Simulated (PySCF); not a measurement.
**Nd²⁺: ionisation energy in ANO-RCC-VDZP**

Wanted: the ionisation energy of neodymium, up a ladder of methods.

Program: PySCF 2.14.0. Level of theory: unrestricted determinants in a Gaussian basis, no spin-orbit coupling in the energies. These are calculated values, not measurements, unless marked.

**1. What is computed**

| Quantity | Value |
| --- | --- |
| Element | neodymium (Z = 60) |
| Basis | ANO-RCC-VDZP |
| Hamiltonian | scalar relativity by spin-free X2C-1e |
| State 1 | Nd²⁺: [Xe] 4f4, one real determinant |
| Needed too, but not shown | Nd⁺ [Xe] 4f4 6s1 (high-spin determinant) |
| Methods | UHF, LDA, PBE, PBE0, r2SCAN, MP2 |
| Core shells frozen in the correlated runs | valence: [Kr] 4d10; valence and next inner shell: [Ar] 3d10 (for Nd²⁺) |

Outer shells as boxes (Hund's rule):

Nd2+ [Xe] 4f4
```
[Xe] core
4f [↑ ][↑ ][↑ ][↑ ][  ][  ][  ]
```

The runs were made by one driver on top of PySCF. The scripts below sum up each run's settings (the driver also hands on starting orbitals that pick excited configurations, and frozen orbitals as a list rather than a count), and the logs come from the driver's own runs. The driver starts from symmetry-adapted Hartree-Fock orbitals, holds the occupation by maximum overlap and uses a logarithmic radial grid for functionals, so a plain start would take other cycles.

The driver's launch:

```
$ OMP_NUM_THREADS=1 python atomrun2.py TASK.json OUT
```

The integrals over 68 functions and the set-up took 39 s of CPU time.

**2. Nd²⁺, method by method**

**UHF**

input.py reads:

```python
from pyscf import gto, scf, dft, mp, cc
import basis_set_exchange as bse
mol = gto.M(atom="Nd 0 0 0", charge=2, spin=4, symmetry="D2h",
            basis=gto.basis.parse(bse.get_basis("ANO-RCC-VDZP", elements=["Nd"], fmt="nwchem", header=False)),
            nucmod="G")
mf = scf.UHF(mol).sfx2c1e()
mf.irrep_nelec = {'Ag': (9, 9), 'B1g': (2, 2), 'B2g': (2, 2), 'B3g': (2, 2), 'Au': (1, 0), 'B1u': (6, 4), 'B2u': (5, 4), 'B3u': (4, 4)}
mf.kernel()
```

**LDA**

input.py, as changed from the run before:

```diff
@@ -5,3 +5,3 @@
             nucmod="G")
-mf = scf.UHF(mol).sfx2c1e()
+mf = dft.UKS(mol, xc="LDA,VWN").sfx2c1e()
 mf.irrep_nelec = {'Ag': (9, 9), 'B1g': (2, 2), 'B2g': (2, 2), 'B3g': (2, 2), 'Au': (1, 0), 'B1u': (6, 4), 'B2u': (5, 4), 'B3u': (4, 4)}
```

**PBE**

input.py, as changed from the run before:

```diff
@@ -5,3 +5,3 @@
             nucmod="G")
-mf = dft.UKS(mol, xc="LDA,VWN").sfx2c1e()
+mf = dft.UKS(mol, xc="PBE").sfx2c1e()
 mf.irrep_nelec = {'Ag': (9, 9), 'B1g': (2, 2), 'B2g': (2, 2), 'B3g': (2, 2), 'Au': (1, 0), 'B1u': (6, 4), 'B2u': (5, 4), 'B3u': (4, 4)}
```

**PBE0**

input.py, as changed from the run before:

```diff
@@ -5,3 +5,3 @@
             nucmod="G")
-mf = dft.UKS(mol, xc="PBE").sfx2c1e()
+mf = dft.UKS(mol, xc="PBE0").sfx2c1e()
 mf.irrep_nelec = {'Ag': (9, 9), 'B1g': (2, 2), 'B2g': (2, 2), 'B3g': (2, 2), 'Au': (1, 0), 'B1u': (6, 4), 'B2u': (5, 4), 'B3u': (4, 4)}
```

**r2SCAN**

input.py, as changed from the run before:

```diff
@@ -5,3 +5,3 @@
             nucmod="G")
-mf = dft.UKS(mol, xc="PBE0").sfx2c1e()
+mf = dft.UKS(mol, xc="R2SCAN").sfx2c1e()
 mf.irrep_nelec = {'Ag': (9, 9), 'B1g': (2, 2), 'B2g': (2, 2), 'B3g': (2, 2), 'Au': (1, 0), 'B1u': (6, 4), 'B2u': (5, 4), 'B3u': (4, 4)}
```

**MP2 (valence)**

input.py, as changed from the run before:

```diff
@@ -5,4 +5,5 @@
             nucmod="G")
-mf = dft.UKS(mol, xc="R2SCAN").sfx2c1e()
+mf = scf.UHF(mol).sfx2c1e()
 mf.irrep_nelec = {'Ag': (9, 9), 'B1g': (2, 2), 'B2g': (2, 2), 'B3g': (2, 2), 'Au': (1, 0), 'B1u': (6, 4), 'B2u': (5, 4), 'B3u': (4, 4)}
 mf.kernel()
+mp.UMP2(mf, frozen=23).kernel()
```

**MP2 (valence and next inner shell)**

input.py, as changed from the run before:

```diff
@@ -8,2 +8,2 @@
 mf.kernel()
-mp.UMP2(mf, frozen=23).kernel()
+mp.UMP2(mf, frozen=14).kernel()
```

Before running it: what results should come out?

**Answer**, as computed:

```
              quantity                                                                              value
ionisation energy, Nd⁺  UHF 10.000, MP2 (valence and next inner shell) 10.658 eV; reference 10.783 ± 0.02
```

In words: The methods span 1.077 eV, from UHF (10.000) to LDA (11.077). The reference is uncertain or not like for like (spin-orbit coupling or other relativistic terms), so no ranking of close methods is drawn. All values hold for this basis alone; no basis-set limit was taken.
